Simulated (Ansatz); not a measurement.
# HBr with CH₄O: superposition error and deformation, part 3 of 3

Ansatz 0.2.0, Gaussian basis. Earlier steps stand in the parts before.

### 25 B97M-V/def2-TZVPPD

The inputs:

free-a/in.yaml

```yaml
crystal:
  periodic: [false, false, false]
  atoms:
    - {symbol: Br, position_ang: [0.203516, 0.224013, -2.919331]}
    - {symbol: H, position_ang: [-0.274461, -0.083504, -1.617611]}
basis:
  gaussian: {orbitals: "def2-TZVPPD.json"}
hamiltonian: {xc: {name: B97M-V}}
```

free-b/in.yaml

```yaml
crystal:
  periodic: [false, false, false]
  atoms:
    - {symbol: C, position_ang: [0.340061, -0.053494, 0.890841]}
    - {symbol: O, position_ang: [-0.744178, -0.345728, 0.039823]}
    - {symbol: H, position_ang: [1.155861, -0.720254, 0.609843]}
    - {symbol: H, position_ang: [0.102670, -0.232218, 1.946984]}
    - {symbol: H, position_ang: [0.691570, 0.979933, 0.780417]}
    - {symbol: H, position_ang: [-1.475239, 0.231352, 0.269033]}
basis:
  gaussian: {orbitals: "def2-TZVPPD.json"}
hamiltonian: {xc: {name: B97M-V}}
```

The same command starts each run, in its folder.

Run with:

```sh
$ ansatz run in.yaml --threads 4 --pin off --events-out ev --progress --plain --max-ram 9574MiB
```

Output in free-a, cut to the lines that bear on the results:

```text
Functional definition: B97M-V
  name "B97M-V"
  cite "Mardirossian & Head-Gordon, J. Chem. Phys. 142, 074111 (2015) doi:10.1063/1.4907719"
  cite "Becke, J. Chem. Phys. 107, 8554 (1997) doi:10.1063/1.475007"
  cite "Vydrov & Van Voorhis, J. Chem. Phys. 133, 244103 (2010) doi:10.1063/1.3521275"
  # Of w^i u^j: cxij and so on, Table III.
[...]
  gx(w, u) = cx00 + cx01*u + cx02*u^2 + (cx10 + cx11*u)*w
[...]
  gos(w, u) = cos00 + cos01*u + cos03*u^3 + cos10*w + cos32*w^3*u^2
[...]
      + integral(e_c_pw_mod_opposite_spin*gos(b97_w_opposite, b97_u_opposite)) + vv10(b, c)
479 factors; their error is unknown
[...]
mean field -70050.15839808 eV, -2574.2958394268 hartree, gradient 2.3e-5 eV, S^2 0.000000; 0 other end points of the search recorded, 0 dependent functions left out
reference -70050.15846195 eV, -2574.2958417737 hartree; 18, 18 occupied and 56, 56 virtual orbitals, 479 factors
Total energy: -70050.15846195 eV, -2574.2958417737 hartree
```

Output in free-b, cut to the lines that bear on the results:

```text
[... 5 set-up lines as earlier in the session ...]
  # Of w^i u^j: cxij and so on, Table III.
[...]
  gx(w, u) = cx00 + cx01*u + cx02*u^2 + (cx10 + cx11*u)*w
[...]
  gos(w, u) = cos00 + cos01*u + cos03*u^3 + cos10*w + cos32*w^3*u^2
[...]
      + integral(e_c_pw_mod_opposite_spin*gos(b97_w_opposite, b97_u_opposite)) + vv10(b, c)
594 factors; their error is unknown
[...]
mean field -3149.64678677 eV, -115.7473845067 hartree, gradient 2.2e-5 eV, S^2 0.000000; 0 other end points of the search recorded, 0 dependent functions left out
reference -3149.64684318 eV, -115.7473865797 hartree; 9, 9 occupied and 136, 136 virtual orbitals, 594 factors
Total energy: -3149.64684318 eV, -115.7473865797 hartree
```

They took 0.9 s (free-a), 2.2 s (free-b) on 4 threads of Arm Neoverse V1, shared host.

### 26 HSE06-D4/def2-TZVPPD

The same edit goes into each in.yaml of step 25 (free-a, free-b):

```diff
-hamiltonian: {xc: {name: B97M-V}}
+hamiltonian: {xc: hse06, dispersion: d4}
```

One command serves all of them, each in its own folder.

Run with:

```sh
$ ansatz run in.yaml --threads 4 --pin off --events-out ev --progress --plain --max-ram 9574MiB
```

Log of free-a, cut to the lines that bear on the results:

```text
[... 6 set-up lines as earlier in the session ...]
[...]
531 factors; their error is unknown
36 factors; integrals over basis functions are off by at most 9.7e-5 eV
[...]
mean field -70054.73058668 eV, -2574.4638642587 hartree, gradient 8.9e-5 eV, S^2 0.000000; 0 other end points of the search recorded, 0 dependent functions left out
reference -70054.73062451 eV, -2574.4638656487 hartree; 18, 18 occupied and 56, 56 virtual orbitals, 531 factors
Total energy: -70054.73569883 eV, -2574.4640521268 hartree
```

Log of free-b, cut to the lines that bear on the results:

```text
[... 6 set-up lines as earlier in the session ...]
[...]
594 factors; their error is unknown
68 factors; integrals over basis functions are off by at most 4.8e-6 eV
[...]
mean field -3146.60151603 eV, -115.6354728708 hartree, gradient 2.7e-5 eV, S^2 0.000000; 0 other end points of the search recorded, 0 dependent functions left out
reference -3146.60155579 eV, -115.6354743323 hartree; 9, 9 occupied and 136, 136 virtual orbitals, 594 factors
Total energy: -3146.63195734 eV, -115.6365915684 hartree
```

They took 0.4 s (free-a), 1.1 s (free-b) on 4 threads of Arm Neoverse V1, shared host.

### 27 CCSD(T)/def2-TZVPPD

The same edit goes into each in.yaml of step 26 (free-a, free-b):

```diff
-hamiltonian: {xc: hse06, dispersion: d4}
+correlation: {method: ccsd_t}
```

The same command starts each run, in its folder.

Run with:

```sh
$ ansatz run in.yaml --threads 4 --pin off --events-out ev --progress --plain --max-ram 9574MiB
```

free-a printed, cut to the lines that bear on the results:

```text
[... 4 set-up lines as earlier in the session ...]
[...]
448 factors; integrals over basis functions are off by at most 1.5e-3 eV
[...]
mean field -70014.95858680 eV, -2573.0022702216 hartree, gradient 1.7e-6 eV, S^2 0.000000; 0 other end points of the search recorded, 0 dependent functions left out
9 core orbitals not correlated: weight in the atoms' cores, before any rotation towards them, 1.000 or more for the frozen orbitals, at most 0.000 for the correlated occupied ones
reference -70014.95858680 eV, -2573.0022702216 hartree; 9, 9 occupied and 56, 56 virtual orbitals, 448 factors
second order -7.87999122 eV of doubles, -0.00000000 eV of singles
cycle   1  -7.96289790 eV  change   -8.3e-2 eV  update   4.5e-2
[...]
cycle   7  -8.14972646 eV  change    2.8e-6 eV  update   1.3e-5
perturbative correction -0.24559139 eV, -0.0090253172 hartree
Total energy: -70023.35390466 eV, -2573.3107924623 hartree
```

Log of free-b, cut to the lines that bear on the results:

```text
[... 4 set-up lines as earlier in the session ...]
[...]
829 factors; integrals over basis functions are off by at most 1.0e-3 eV
[...]
mean field -3131.92298760 eV, -115.0960469007 hartree, gradient 1.3e-6 eV, S^2 0.000000; 0 other end points of the search recorded, 0 dependent functions left out
2 core orbitals not correlated: weight in the atoms' cores, before any rotation towards them, 1.000 or more for the frozen orbitals, at most 0.000 for the correlated occupied ones
reference -3131.92298760 eV, -115.0960469007 hartree; 7, 7 occupied and 136, 136 virtual orbitals, 829 factors
second order -11.68353302 eV of doubles, -0.00000000 eV of singles
cycle   1  -11.87507668 eV  change   -1.9e-1 eV  update   6.5e-2
[...]
cycle   9  -12.18862145 eV  change   -3.6e-6 eV  update   9.5e-6
perturbative correction -0.40895209 eV, -0.0150287122 hartree
Total energy: -3144.52056114 eV, -115.5589991895 hartree
```

They took 0.5 s (free-a), 6 s (free-b) on 4 threads of Arm Neoverse V1, shared host; peak memory 0.89 GiB.

### 28 The split

```
      method  interaction with counterpoise (kcal/mol)  without  superposition error  deformation  binding energy
      PBE-D4                                     -7.34    -7.49                 0.15         0.14           -7.20
   revPBE-D4                                     -6.30    -6.45                 0.15         0.09           -6.21
     BLYP-D4                                     -6.26    -6.40                 0.14        -0.06           -6.32
   r2SCAN-D4                                     -7.21    -7.34                 0.14         0.43           -6.77
      B97M-V                                     -5.91    -6.10                 0.19         0.61           -5.30
     PBE0-D4                                     -6.98    -7.12                 0.14         0.52           -6.46
    B3LYP-D4                                     -6.35    -6.49                 0.13         0.29           -6.06
    HSE06-D4                                     -6.98    -7.12                 0.14         0.52           -6.46
     wB97X-V                                     -5.91    -6.05                 0.14         0.52           -5.40
     wB97M-V                                     -5.82    -5.95                 0.14         0.49           -5.32
      B2PLYP                                     -5.30    -5.74                 0.44         0.44           -4.85
Hartree-Fock                                     -1.94    -2.08                 0.14         0.87           -1.07
         MP2                                     -6.07    -7.23                 1.16         0.68           -5.39
        CCSD                                     -4.33    -5.40                 1.07         0.58           -3.75
     CCSD(T)                                     -4.96    -6.12                 1.16         0.50           -4.46
```

### 29 Results

This closing draws on all 3 parts.

```
            quantity           value
interaction, CCSD(T)  -4.96 kcal/mol
 superposition error   1.16 kcal/mol
         deformation   0.50 kcal/mol
      binding energy  -4.46 kcal/mol
```

In words: In this basis the superposition error is 1.16 kcal/mol for CCSD(T) and 0.15 kcal/mol on average for the plain functionals: correlated methods borrow far more, since they need many more functions to converge. Deformation takes back 10 % of the interaction. The free shapes are PBE0-D4 minima, so other methods can show a small negative deformation energy.
